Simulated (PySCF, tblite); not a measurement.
**C₄H₁₁BClSi radical: geometry, infrared bands and EPR parameters**

Aim: predict the infrared bands and EPR parameters of C₄H₁₁BClSi radical (`CB[CH][SiH2]CCCl`).

Computed with tblite 0.8.0 and PySCF 2.14.0, with density-fitted response routines of our own, on a single molecule in the gas phase. Atoms count from 0, in the outputs and in this text.

## Step 1: Starting geometry

18 atoms, charge 0, multiplicity 2; geometry from: force field or distance geometry start.

Bonds of the start (Å): C0–B1 1.60, B1–C2 1.57, C2–Si3 1.87, Si3–C4 1.87, C4–C5 1.50, C5–Cl6 1.78, C0–H7 1.10, C0–H8 1.12, C0–H9 1.10, B1–H10 1.19, C2–H11 1.09, Si3–H12 1.45, Si3–H13 1.47, C4–H14 1.12, C4–H15 1.10, C5–H16 1.11, C5–H17 1.12.

## Step 2: Optimising the geometry with GFN2-xTB

The job: settings as JSON, then the geometry in Å.

```
{"job": {"kind": "relax", "xc": "GFN2-xTB", "basis": "xTB"}, "charge": 0, "multiplicity": 2}
C      3.313000    -0.046400    -0.398000
B      2.213300     1.108300    -0.287600
C      0.809700     0.850900     0.370800
Si    -0.356900    -0.066000    -0.768400
C     -2.093000     0.231100    -0.131700
C     -3.036400    -0.890000    -0.454900
Cl    -4.635700    -0.450100     0.195100
H      2.859300    -1.048800    -0.485700
H      3.891800    -0.026000     0.559600
H      4.042500     0.145600    -1.196900
H      2.650300     2.212800    -0.179000
H      0.845900     0.466500     1.394000
H     -0.215900     0.405500    -2.131900
H      0.005700    -1.491100    -0.755700
H     -1.993700     0.272800     0.986100
H     -2.468700     1.190600    -0.514600
H     -3.146300    -1.046100    -1.551200
H     -2.693800    -1.813200     0.073800
```

Command:

```bash
> OMP_NUM_THREADS=1 python probes_run.py task.json out
```

This one command runs all jobs of the session in turn.

**Question.** This job is followed by: GFN2-xTB harmonic vibrations, gas phase; UKS B3LYP, pcH-1 on B C Cl H Si, non-relativistic, mean-field spin-orbit, GIAO. What will the session give for the following? strongest single infrared mode (GFN2-xTB); zero-point energy (GFN2-xTB); g(iso) (B3LYP); ⟨S²⟩; largest a(iso) (averaged by class); potential on the surface of density 0.002 e/bohr³, 1st and 99th percentile.

**Answer**, as computed:

| quantity | value |
| --- | --- |
| strongest single infrared mode (GFN2-xTB) | 2151 cm⁻¹, 289 km/mol |
| zero-point energy (GFN2-xTB) | 84.4 kcal/mol |
| g(iso) (B3LYP) | 2.00265 |
| ⟨S²⟩ | 0.754 (exact 0.75) |
| largest a(iso) (averaged by class) | 1H on H12, H13, 58.8 MHz |
| potential on the surface of density 0.002 e/bohr³, 1st and 99th percentile | -0.77 V and 1.12 V |

What this shows: Over 131 steps the energy fell by 0.741 eV; of the close pairs, B1–C2 changed most, 1.572 to 1.501 Å. All 48 modes are real, so the xTB geometry is a minimum. The strongest single mode, at 2151 cm⁻¹, moves mainly H13. Unscaled tight-binding wavenumbers are off by several per cent, some by more. Its intensities can rank the bands wrongly. C2 carries the largest spin population, 0.88 e. The isotropic g lies 0.3 ppt above the free-electron value. These values are for one conformer; the search (at its own cheap level) found 2 more, at 0.65, 0.73 kcal/mol, and measured spectra average over such forms.
